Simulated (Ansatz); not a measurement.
This script makes vertical energies of changing the electron count of FGe2H7Si, SMILES [F][GeH]([SiH3])[GeH3] with Ansatz's Python interface.

`ip_fge2h7si.py`
```python
import ansatz as az


def energy_of(molecule, charge=0, unpaired=0):
    calc = (
        molecule.calculation()
        .basis(gaussian="def2-SVPD")
        .functional("HF")
    )
    if charge:
        calc = calc.charge(charge)
    if unpaired:
        calc = calc.spin("collinear", total=unpaired)
    report = calc.run().report
    if report["published_state_doubts"]:
        print("  doubts:", report["published_state_doubts"])
    return report["free_energy_ev"]

geometry = (
    az.Crystal.molecule()
    .atom("F", [-0.084, -2.3234, -0.7541])
    .atom("Ge", [0.0877, -0.5762, -0.7865])
    .atom("Si", [-1.9, 0.4068, -0.1305])
    .atom("Ge", [1.8231, 0.0838, 0.7227])
    .atom("H", [0.4455, -0.1151, -2.2223])
    .atom("H", [-2.9727, 0.0055, -1.0525])
    .atom("H", [-1.7504, 1.8694, -0.1537])
    .atom("H", [-2.232, -0.0305, 1.2334])
    .atom("H", [3.1597, -0.5716, 0.2913])
    .atom("H", [1.9664, 1.6269, 0.6953])
    .atom("H", [1.4565, -0.3756, 2.1569])
)

parent = energy_of(geometry, 0, 0)
cation = energy_of(geometry, 1, 1)
print(f"E(N)   = {parent:.5f} eV")
print(f"E(N-1) = {cation:.5f} eV  (1 unpaired)")
print(f"vertical ionisation energy {cation - parent:.3f} eV")
anion = energy_of(geometry, -1, 1)
print(f"E(N+1) = {anion:.5f} eV  (1 unpaired)")
print(f"vertical electron affinity {parent - anion:.3f} eV" + ("" if anion < parent else " (unbound in this basis)"))
print(f"fundamental gap IP - EA = {cation + anion - 2 * parent:.3f} eV")
```

What does it cost to change the electron count at this fixed geometry?

At this unrelaxed geometry removing an electron costs 9.36 eV and an added one is unbound in this basis (by 1.62 eV).

The run itself:

Running `python ip_fge2h7si.py` prints:
```text
E(N)   = -123608.32608 eV
E(N-1) = -123598.96509 eV  (1 unpaired)
vertical ionisation energy 9.361 eV
E(N+1) = -123606.70893 eV  (1 unpaired)
vertical electron affinity -1.617 eV (unbound in this basis)
fundamental gap IP - EA = 10.978 eV
```

Reading the output:
- These settings explore the input space; basis and method may be short of convergence.
- The geometry is a force-field or estimated start, not a minimum of this method, and the basis set is short of its limit. All parts are taken at fixed geometry, without zero-point energy. At an unrelaxed start these energies can be a whole eV from those at the minimum, and a small affinity can change sign.
- Hartree-Fock leaves correlation out, so bond, atomisation and ionisation energies come out well too low.
- A negative electron affinity means that the anion is unbound here; its size hangs on the basis and tends to about zero as the basis grows, and so does its part in any gap built on it.
- Hardware and time: 2.9 min on 1 thread of Arm Neoverse V1, with other jobs on the host, peak memory 0.88 GiB.

(Lines on the test bed's own set-up are left out of the output.)
